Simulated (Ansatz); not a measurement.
# YAl2Pd5: further runs on the relaxed cell

This session takes YAl2Pd5 and sets out to fit an equation of state.

Program: Ansatz 0.2.0. Level of theory: DFT PBEsol, scalar-relativistic, plane waves, PAW. These are calculated values, not measurements.

1 further run of the same task is left out (set aside as unsound or not needed).

## 1. Starting point

Symmetry: I4/mmm, No. 139, tetragonal system. Conventional cell: a = 4.086 Å, b = 4.086 Å, c = 14.759 Å, α = 90.00°, β = 90.00°, γ = 90.00°. Y (site symmetry 4/mmm) is surrounded by 12 Pd at 2.89 to 2.95 Å. Al (site symmetry 4mm) is surrounded by 8 Pd at 2.55 to 2.60 Å and 4 Al at 2.89 Å. Pd (site symmetry 4/mmm) has 4 Y at 2.89 Å and 8 Pd at 2.95 Å as nearest neighbours. Pd (site symmetry 2mm) has 4 Al at 2.55 to 2.60 Å and 6 Pd at 2.89 to 2.95 Å and 2 Y at 2.95 Å as nearest neighbours.

As a file:

```
CELL_PARAMETERS angstrom
-2.04312 2.04312 7.37972
2.04312 -2.04312 7.37972
2.04312 2.04312 -7.37972
ATOMIC_POSITIONS crystal
Y 0.00000 0.00000 0.00000
Al 0.74692 0.74692 0.00000
Al 0.25308 0.25308 0.00000
Pd 0.50000 0.50000 0.00000
Pd 0.85627 0.35627 0.50000
Pd 0.35627 0.85627 0.50000
Pd 0.14373 0.64373 0.50000
Pd 0.64373 0.14373 0.50000
```

It goes back to an entry of the Materials Project.

It is the result of an earlier relaxation at this level (volume 15.40 Å³/atom; gap on the mesh: none (metal)).

## 2. The cell scaled to 0.97 of its volume

Contents of input.yaml:

```yaml
crystal:
  lattice:
    - [-2.0224801557, 2.0224801557, 7.3051752398]
    - [2.0224801557, -2.0224801557, 7.3051752398]
    - [2.0224801557, 2.0224801557, -7.3051752398]
  atoms:
    - { symbol: "Y", position: [0.0, 0.0, 0.0] }
    - { symbol: Al, position: [0.7469170767, 0.7469170767, 0.0] }
    - { symbol: Al, position: [0.2530829233, 0.2530829233, 0.0] }
    - { symbol: Pd, position: [0.5, 0.5, 0.0] }
    - { symbol: Pd, position: [0.8562692796, 0.3562692796, 0.5] }
    - { symbol: Pd, position: [0.3562692796, 0.8562692796, 0.5] }
    - { symbol: Pd, position: [0.1437307204, 0.6437307204, 0.5] }
    - { symbol: Pd, position: [0.6437307204, 0.1437307204, 0.5] }
basis:
  ecutwfc: 420
kpoints:
  mp_grid: { grid: [12, 12, 12] }
hamiltonian:
  xc: pbesol
scf:
  occupations: { method: gaussian, width: 0.1 }
output:
  forces: true
  stress: true
  eigenvalues: true
relax:
  adjacent_minimum: "off"
  f_tol: 0.01
  max_steps: 30
  cell: { stress_tol: 0.1, fix: [volume] }
```

Run with:

```console
ansatz run input.yaml --threads 2 --pin off --max-ram 5120MiB --backend cpu --events-out ev --progress --plain --runs-dir out
```

## 3. Point at V/V0 = 1.03

Edit input.yaml of step 2 so:

```diff
@@ -2,5 +2,5 @@
   lattice:
-    - [-2.0224801557, 2.0224801557, 7.3051752398]
-    - [2.0224801557, -2.0224801557, 7.3051752398]
-    - [2.0224801557, 2.0224801557, -7.3051752398]
+    - [-2.0633493518, 2.0633493518, 7.4527943096]
+    - [2.0633493518, -2.0633493518, 7.4527943096]
+    - [2.0633493518, 2.0633493518, -7.4527943096]
   atoms:
```

## 4. Point at V/V0 = 0.94

Contents of input.yaml:

```yaml
crystal:
  lattice:
    - [-2.0016012063, 2.0016012063, 7.227701161]
    - [2.0016012063, -2.0016012063, 7.227701161]
    - [2.0016012063, 2.0016012063, -7.227701161]
  atoms:
    - { symbol: "Y", position: [0.0, 0.0, 0.0] }
    - { symbol: Al, position: [0.7470761995, 0.7470761995, 0.0] }
    - { symbol: Al, position: [0.2529238005, 0.2529238005, 0.0] }
    - { symbol: Pd, position: [0.5, 0.5, 0.0] }
    - { symbol: Pd, position: [0.8568954898, 0.3568954898, 0.5] }
    - { symbol: Pd, position: [0.3568954898, 0.8568954898, 0.5] }
    - { symbol: Pd, position: [0.1431045102, 0.6431045102, 0.5] }
    - { symbol: Pd, position: [0.6431045102, 0.1431045102, 0.5] }
basis:
  ecutwfc: 420
kpoints:
  mp_grid: { grid: [12, 12, 12] }
hamiltonian:
  xc: pbesol
scf:
  occupations: { method: gaussian, width: 0.1 }
output:
  forces: true
  stress: true
  eigenvalues: true
relax:
  adjacent_minimum: "off"
  f_tol: 0.01
  max_steps: 30
  cell: { stress_tol: 0.1, fix: [volume] }
```

## 5. Point at V/V0 = 1.06

Contents of input.yaml:

```yaml
crystal:
  lattice:
    - [-2.0827678716, 2.0827678716, 7.5275139355]
    - [2.0827678716, -2.0827678716, 7.5275139355]
    - [2.0827678716, 2.0827678716, -7.5275139355]
  atoms:
    - { symbol: "Y", position: [0.0, 0.0, 0.0] }
    - { symbol: Al, position: [0.7467938959, 0.7467938959, 0.0] }
    - { symbol: Al, position: [0.2532061041, 0.2532061041, 0.0] }
    - { symbol: Pd, position: [0.5, 0.5, 0.0] }
    - { symbol: Pd, position: [0.8555648171, 0.3555648171, 0.5] }
    - { symbol: Pd, position: [0.3555648171, 0.8555648171, 0.5] }
    - { symbol: Pd, position: [0.1444351829, 0.6444351829, 0.5] }
    - { symbol: Pd, position: [0.6444351829, 0.1444351829, 0.5] }
basis:
  ecutwfc: 420
kpoints:
  mp_grid: { grid: [12, 12, 12] }
hamiltonian:
  xc: pbesol
scf:
  occupations: { method: gaussian, width: 0.1 }
output:
  forces: true
  stress: true
  eigenvalues: true
  write_density: true
  write_potential: true
  elf: true
  volumetric_format: npy
relax:
  adjacent_minimum: "off"
  f_tol: 0.01
  max_steps: 30
  cell: { stress_tol: 0.1, fix: [volume] }
```

## 6. The cell scaled to 0.91 of its volume

Contents of input.yaml:

```yaml
crystal:
  lattice:
    - [-1.9802660428, 1.9802660428, 7.1486124631]
    - [1.9802660428, -1.9802660428, 7.1486124631]
    - [1.9802660428, 1.9802660428, -7.1486124631]
  atoms:
    - { symbol: "Y", position: [0.0, 0.0, 0.0] }
    - { symbol: Al, position: [0.7472912914, 0.7472912914, 0.0] }
    - { symbol: Al, position: [0.2527087086, 0.2527087086, 0.0] }
    - { symbol: Pd, position: [0.5, 0.5, 0.0] }
    - { symbol: Pd, position: [0.8574603132, 0.3574603132, 0.5] }
    - { symbol: Pd, position: [0.3574603132, 0.8574603132, 0.5] }
    - { symbol: Pd, position: [0.1425396868, 0.6425396868, 0.5] }
    - { symbol: Pd, position: [0.6425396868, 0.1425396868, 0.5] }
basis:
  ecutwfc: 420
kpoints:
  mp_grid: { grid: [12, 12, 12] }
hamiltonian:
  xc: pbesol
scf:
  occupations: { method: gaussian, width: 0.1 }
output:
  forces: true
  stress: true
  eigenvalues: true
relax:
  adjacent_minimum: "off"
  f_tol: 0.01
  max_steps: 30
  cell: { stress_tol: 0.1, fix: [volume] }
```

(Steps that only read results are left out.)

What does the calculation give? Wanted: equilibrium volume of the fit; bulk modulus.

**Answer**, as computed:

| quantity | value |
| --- | --- |
| equilibrium volume of the fit | 15.40 Å³/atom |
| bulk modulus | 154 GPa |
| its pressure derivative | 5.0 |

The fit puts the minimum at 15.40 Å³/atom with B = 154 GPa and B' = 5.0.
